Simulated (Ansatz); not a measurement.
# C3H7BO (SMILES CB1OC1C): PBE0/cc-pVDZ

What is the electronic atomisation energy of C3H7BO at PBE0/cc-pVDZ? 

Program for the calculation: Ansatz 0.2.0.

34 further runs of the same task are left out: 34 set aside as unsound or not needed. Runs told in other sessions of the task aren't counted.

### 1 The molecule

C3H7BO: 12 atoms, total charge 0, spin state singlet. As SMILES, `CB1OC1C`. The shape is that of a PBE0-D4/def2-TZVP optimisation.

Bond lengths: C1–B2 1.544 Å, B2–O3 1.335 Å, B2–C4 1.517 Å, O3–C4 1.507 Å, C4–C5 1.497 Å, C1–H6 1.092 Å, C1–H7 1.094 Å, C1–H8 1.094 Å, C4–H9 1.089 Å, C5–H10 1.092 Å, C5–H11 1.094 Å, C5–H12 1.094 Å. Some angles: C1–B2–O3 138.6°, C1–B2–C4 157.9°, O3–B2–C4 63.4°, B2–O3–C4 64.2°, B2–C4–O3 52.4°, B2–C4–C5 125.1°, O3–C4–C5 114.6°, B2–C1–H6 112.7°, B2–C1–H7 110.1°, B2–C1–H8 110.3°.

### 2 A single-point energy at PBE0/cc-pVDZ

The input, in.yaml:

```yaml
crystal:
  periodic: [false, false, false]
  atoms:
    - {symbol: C, position_ang: [-2.115400, 0.231500, 0.008900]}
    - {symbol: B, position_ang: [-0.616500, 0.286000, 0.375000]}
    - {symbol: O, position_ang: [0.162400, 0.085400, 1.440000]}
    - {symbol: C, position_ang: [0.876400, 0.454200, 0.165400]}
    - {symbol: C, position_ang: [1.795500, -0.603000, -0.363000]}
    - {symbol: H, position_ang: [-2.747100, -0.028900, 0.860100]}
    - {symbol: H, position_ang: [-2.280800, -0.500400, -0.787600]}
    - {symbol: H, position_ang: [-2.443000, 1.195200, -0.392100]}
    - {symbol: H, position_ang: [1.330900, 1.439700, 0.259300]}
    - {symbol: H, position_ang: [1.297300, -1.571500, -0.440800]}
    - {symbol: H, position_ang: [2.679000, -0.722300, 0.271600]}
    - {symbol: H, position_ang: [2.137900, -0.321100, -1.362700]}
basis:
  gaussian: {orbitals: cc-pVDZ}
hamiltonian: {xc: {name: PBE0}}
accuracy: high
output: {orbitals: {seedname: orbitals}}
```

Launch:

```console
$ ansatz run in.yaml --threads 1 --pin off --max-ram 2610MiB --events-out events.jsonl --progress --plain --runs-dir runs
```

The log of the run:

```text
Warning: RAYON_NUM_THREADS=1 ignored (pool sized by the plan → 1); use --threads N
Functional definition: PBE0
  name "PBE0"
  parameter a = 0.25
  parameter kappa = 0.804
  parameter beta = 0.06672455060314922
  exchange = (1 - a)*pbe_x(kappa = kappa, mu = beta*pi^2/3) + a*exact_x
  correlation = pbe_c(beta = beta)
2543 factors; integrals over basis functions are off by at most 3.0e-9 eV
mean field evaluation 1: about -5934.4094 eV, gradient 5.6e1 eV
mean field evaluation 2: about -5932.6980 eV, gradient 6.4e1 eV
mean field evaluation 4: about -5941.6850 eV, gradient 2.3e0 eV
mean field evaluation 8: about -5941.9776 eV, gradient 3.6e-1 eV
mean field evaluation 16: about -5941.9779 eV, gradient 5.8e-5 eV
mean field -5941.97792218 eV, -218.3636610228 hartree, gradient 2.6e-8 eV, S^2 0.000000; 0 other end points of the search recorded, 0 dependent functions left out
reference -5941.97792486 eV, -218.3636611214 hartree; 19, 19 occupied and 86, 86 virtual orbitals, 2543 factors
Total energy: -5941.97792486 eV, -218.3636611214 hartree
```

Wall time 9.6 s (1 thread of Arm Neoverse V2, shared host); peak memory 0.39 GiB.

### 3 The B atom, same level

The input, molecule.yaml:

```yaml
crystal:
  periodic: [false, false, false]
  atoms:
    - {symbol: B, position_ang: [0.000000, 0.000000, 0.000000]}
basis:
  gaussian:
    orbitals: cc-pVDZ
magnetization:
  spin_polarized: true
  initial_magnetization: 1
hamiltonian:
  xc: pbe0
accuracy: high
```

Launch:

```console
$ ansatz run molecule.yaml --threads 1 --pin off --max-ram 2610MiB --events-out events.jsonl --progress --plain --runs-dir runs
```

The log of the run (excerpt; [...] marks lines left out):

```text
Warning: RAYON_NUM_THREADS=1 ignored (pool sized by the plan → 1); use --threads N
[... 7 set-up lines as earlier in the session ...]
96 factors; integrals over basis functions are off by at most 1.0e-9 eV
mean field evaluation 1: about -669.7725 eV, gradient 2.3e0 eV
mean field evaluation 2: about -669.8282 eV, gradient 4.6e-1 eV
mean field evaluation 4: about -669.8305 eV, gradient 4.7e-1 eV
mean field evaluation 8: about -669.8333 eV, gradient 2.7e-4 eV
mean field evaluation 16: about -669.8333 eV, gradient 1.2e-8 eV
mean field -669.83334165 eV, -24.6159212763 hartree, gradient 1.2e-8 eV, S^2 0.753232; 0 other end points of the search recorded, 0 dependent functions left out
reference -669.83334323 eV, -24.6159213342 hartree; 3, 2 occupied and 11, 12 virtual orbitals, 96 factors
Total energy: -669.83334323 eV, -24.6159213342 hartree
```

Wall time 0.28 s (1 thread of Arm Neoverse V2, shared host).

### 4 The C atom at the same level

The input, in.yaml:

```yaml
crystal:
  periodic: [false, false, false]
  atoms:
    - {symbol: C, position_ang: [0.000000, 0.000000, 0.000000]}
basis:
  gaussian:
    orbitals: cc-pVDZ
magnetization:
  spin_polarized: true
  initial_magnetization: 2
hamiltonian:
  xc: pbe0
accuracy: high
```

Run the same way, it converges to -37.79901 Eh (log not shown).

### 5 The H atom, same level

The input, job.yaml:

```yaml
basis:
  gaussian:
    orbitals: cc-pVDZ
crystal:
  periodic: [false, false, false]
  atoms:
    - symbol: H
      position_ang: [0.000000, 0.000000, 0.000000]
total_charge: 0
magnetization:
  spin_polarized: true
  initial_magnetization: 1
hamiltonian:
  xc: {name: PBE0}
accuracy: high
```

Launch:

```console
$ ansatz run job.yaml --threads 1 --pin off --max-ram 2610MiB --events-out events.jsonl --progress --plain --runs-dir runs
```

The log of the run (excerpt; [...] marks lines left out):

```text
Warning: RAYON_NUM_THREADS=1 ignored (pool sized by the plan → 1); use --threads N
[... 7 set-up lines as earlier in the session ...]
15 factors; integrals over basis functions are off by at most 4.6e-8 eV
mean field evaluation 1: about -13.6122 eV, gradient 3.3e-1 eV
mean field evaluation 2: about -13.6122 eV, gradient 3.3e-1 eV
mean field evaluation 4: about -13.6136 eV, gradient 4.5e-6 eV
mean field evaluation 8: about -13.6136 eV, gradient 8.9e-11 eV
mean field -13.61357941 eV, -0.5002898156 hartree, gradient 1.3e-10 eV, S^2 0.750000; 0 other end points of the search recorded, 0 dependent functions left out
reference -13.61358076 eV, -0.5002898653 hartree; 1, 0 occupied and 4, 5 virtual orbitals, 15 factors
Total energy: -13.61358076 eV, -0.5002898653 hartree
```

Wall time 0.1 s (1 thread of Arm Neoverse V2, shared host).

### 6 The O atom at the same level

The input, molecule.yaml:

```yaml
crystal:
  periodic: [false, false, false]
  atoms:
    - {symbol: O, position_ang: [0.000000, 0.000000, 0.000000]}
basis:
  gaussian:
    orbitals: cc-pVDZ
accuracy: high
hamiltonian:
  xc: {name: PBE0}
magnetization:
  spin_polarized: true
  initial_magnetization: 2
```

Run the same way, it converges to -74.99304 Eh (log not shown).

### 7 Outcome

At PBE0/cc-pVDZ:

| quantity | value |
| --- | --- |
| molecule: total energy | -218.36366 Eh |
| molecule: HOMO energy | -7.32 eV |
| molecule: LUMO energy | 0.59 eV |
| molecule: HOMO–LUMO gap | 7.91 eV |
| B atom: total energy | -24.61592 Eh |
| B atom: ⟨S²⟩ | 0.753 |
| C atom: total energy | -37.79901 Eh |
| C atom: ⟨S²⟩ | 2.003 |
| H atom: total energy | -0.50029 Eh |
| H atom: ⟨S²⟩ | 0.750 |
| O atom: total energy | -74.99304 Eh |
| O atom: ⟨S²⟩ | 2.002 |
| electronic atomisation energy | 50.494 eV |

What this shows: Taking the molecule apart into free atoms costs 50.49 eV (1164 kcal/mol), before zero-point energy and without spin-orbit coupling.
